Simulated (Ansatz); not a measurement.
**Cl₃HMoO₂: a ladder of functionals and wavefunction methods**

One table from this session's results is given with a row withheld; the runs are named, their logs left out.

The runs use Ansatz 0.2.0, Gaussian basis; functionals in def2-TZVPP, the program's frozen cores in correlated methods.

The runs, in order: LDA (SPW92), PBE-D4, revPBE-D4, BLYP-D4, r2SCAN-D4, B97M-V, PBE0-D4, B3LYP-D4, r2SCANh-D4, r2SCAN0-D4, HSE06-D4, BHLYP-D4, CAM-B3LYP-D4, LC-ωPBE, ωB97X-V, ωB97M-V, B2PLYP, PBE-QIDH; CCSD(T)/def2-SVP; CCSD(T)/def2-TZVPP; MP2/def2-QZVPP; extrapolation to the limit; RPA on PBE.

**Structure used throughout**

An earlier PBE0-D4 in a triple-zeta def2 set relaxation fixed the geometry. Mo takes the def2 core potential; no spin-orbit term is included.

SMILES `[O]=[Mo]([OH])([Cl])([Cl])[Cl]`, 7 atoms, charge 0, spin multiplicity 1.

Atoms are counted from 1 here; the program's logs count them from 0.

Bond lengths: O1–Mo2 1.641 Å, Mo2–O3 1.853 Å, Mo2–Cl4 2.280 Å, Mo2–Cl5 2.285 Å, Mo2–Cl6 2.310 Å, O3–H7 0.963 Å. Angles: O1–Mo2–O3 101.4°, O1–Mo2–Cl4 108.2°, O1–Mo2–Cl5 101.0°, O1–Mo2–Cl6 109.6°, O3–Mo2–Cl4 89.4°, O3–Mo2–Cl5 157.3°, O3–Mo2–Cl6 84.8°, Cl4–Mo2–Cl5 87.1°, Cl4–Mo2–Cl6 142.1°, Cl5–Mo2–Cl6 84.3°, Mo2–O3–H7 127.6°.

Geometry (Å):

```xyz
7
Cl3HMoO2
O    -1.8710   -0.1656    0.3649
Mo   -0.3275    0.0491   -0.1480
O     0.6194   -0.8927    1.1364
Cl    0.1534   -1.5846   -1.6636
Cl   -0.6478    1.4452   -1.9280
Cl    0.5730    1.9210    0.8636
H     1.5618   -0.8404    1.3288
```

Set-up of the first run:

The input, in.yaml:

```yaml
crystal:
  periodic: [false, false, false]
  atoms:
    - {symbol: O, position_ang: [-1.870973, -0.165626, 0.364883]}
    - {symbol: Mo, position_ang: [-0.327458, 0.049140, -0.148016]}
    - {symbol: O, position_ang: [0.619363, -0.892673, 1.136447]}
    - {symbol: Cl, position_ang: [0.153397, -1.584639, -1.663583]}
    - {symbol: Cl, position_ang: [-0.647834, 1.445189, -1.927955]}
    - {symbol: Cl, position_ang: [0.572979, 1.920960, 0.863622]}
    - {symbol: H, position_ang: [1.561826, -0.840352, 1.328804]}
basis:
  gaussian: {orbitals: def2-TZVPP}
hamiltonian: {xc: lda}
output: {orbitals: {seedname: orbitals}}
```

Launch:

```console
ansatz run in.yaml --threads 4 --pin off --events-out ev --progress --plain --max-ram 11315MiB
```

Steps of the session up to this table: LDA; PBE-D4 (GGA); revPBE-D4 (GGA); BLYP-D4 (GGA); r2SCAN-D4 (meta-GGA); B97M-V (meta-GGA); B3LYP-D4 (hybrid); r2SCANh-D4 (hybrid); r2SCAN0-D4 (hybrid); HSE06-D4 (hybrid); BHLYP-D4 (hybrid); CAM-B3LYP-D4 (range-separated); LC-ωPBE (range-separated); ωB97X-V (range-separated); ωB97M-V (range-separated); B2PLYP (double hybrid); PBE-QIDH (double hybrid).

One of the session's tables, all rows but one given; the rest of the session is left out.

It belongs to the step «Orbital energies across the functionals». 

```
  functional  HOMO (eV)  LUMO (eV)  gap (eV)
 LDA (SPW92)      -7.50      -5.65      1.85
      PBE-D4      -7.33      -5.43      1.90
   revPBE-D4      -7.27      -5.35      1.91
     BLYP-D4      -7.17      -5.32      1.85
   r2SCAN-D4      -7.69      -5.54      2.15
      B97M-V      -7.77      -5.52      2.24
     PBE0-D4          ?          ?         ?
    B3LYP-D4      -8.43      -5.06      3.37
  r2SCANh-D4      -8.19      -5.31      2.88
  r2SCAN0-D4      -8.94      -4.93      4.01
    HSE06-D4      -8.30      -5.26      3.05
    BHLYP-D4      -9.94      -4.11      5.83
CAM-B3LYP-D4     -10.03      -3.90      6.13
     LC-ωPBE     -11.41      -2.86      8.55
     ωB97X-V     -11.04      -2.89      8.15
     ωB97M-V     -10.89      -2.87      8.02
```

**Question.** Estimate the row for PBE0-D4.

The run gave: HOMO (eV): -8.70; LUMO (eV): -4.89; gap (eV): 3.82. In the column «HOMO (eV)» it lies between r2SCAN0-D4 (-8.94) and B3LYP-D4 (-8.43).
